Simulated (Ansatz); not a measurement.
# Be: the cost of one run

Program: Ansatz 0.2.0, driven from Python. Level of theory: DFT LDA, plane waves, PAW. These are calculated values, not measurements.

**1. Starting point**

It takes space group P4_2/mnm (No. 136, tetragonal). Conventional cell: a = 3.747 Å, b = 3.747 Å, c = 2.281 Å, α = 90.00°, β = 90.00°, γ = 90.00°. Around Be (site symmetry m2m) lie 11 Be at 2.15 to 2.28 Å.

The script holds or builds the structure itself.

**2. Script**

The input, be.py:

```python
# -*- coding: utf-8 -*-
from pathlib import Path
import warnings

import ansatz as az
import numpy as np

warnings.simplefilter("ignore", az.DeckWarning)

lattice = az.Lattice.of(
    (3.746814, 0.0, 0.0),
    (0.0, 3.746814, 0.0),
    (0.0, 0.0, 2.28128),
)
sites = [
    ("Be", (0.297408, 0.297408, 0.0)),
    ("Be", (0.702592, 0.702592, 0.0)),
    ("Be", (0.202592, 0.797408, 0.5)),
    ("Be", (0.797408, 0.202592, 0.5)),
]
be = az.Crystal(lattice=lattice)
for symbol, position in sites:
    be = be.atom(symbol, position)

base = (
    be.calculation()
    .functional("lda")
    .occupations(az.OccupationsMethod.FERMI_DIRAC, width=0.15)
    .kpoints(8, 8, 14)
    .phonons("dfpt", points=[(0, 0, 0), (0.5, 0.5, 0.5)])
)
result = base.run(threads=1, backend="cpu", runs_dir="runs")
ph = result.phonons

for q in ph.qpoints:
    thz = np.asarray(q.omega_inv_cm) / 33.35641
    print("q = ({:.2f}, {:.2f}, {:.2f})".format(*q.q_frac), np.round(thz, 2) + 0.0, "THz")
```

**3. What the engine is handed**

The engine receives this input:

```yaml
crystal:
  lattice:
    - [3.746814, 0.0, 0.0]
    - [0.0, 3.746814, 0.0]
    - [0.0, 0.0, 2.28128]
  atoms:
    - { symbol: Be, position: [0.297408, 0.297408, 0.0] }
    - { symbol: Be, position: [0.702592, 0.702592, 0.0] }
    - { symbol: Be, position: [0.202592, 0.797408, 0.5] }
    - { symbol: Be, position: [0.797408, 0.202592, 0.5] }
kpoints:
  mp_grid:
    grid: [8, 8, 14]
hamiltonian:
  xc: lda
scf:
  occupations:
    method: fermi_dirac
    width: 0.15
phonons:
  method: dfpt
  qpoints:
    - [0.0, 0.0, 0.0]
    - [0.5, 0.5, 0.5]
```

**4. The run**

Run with:

```bash
> python be.py
```

What time and memory should one allow on 1 thread of Arm Neoverse V2, shared host?

About 18 s, with a peak of 0.55 GiB.
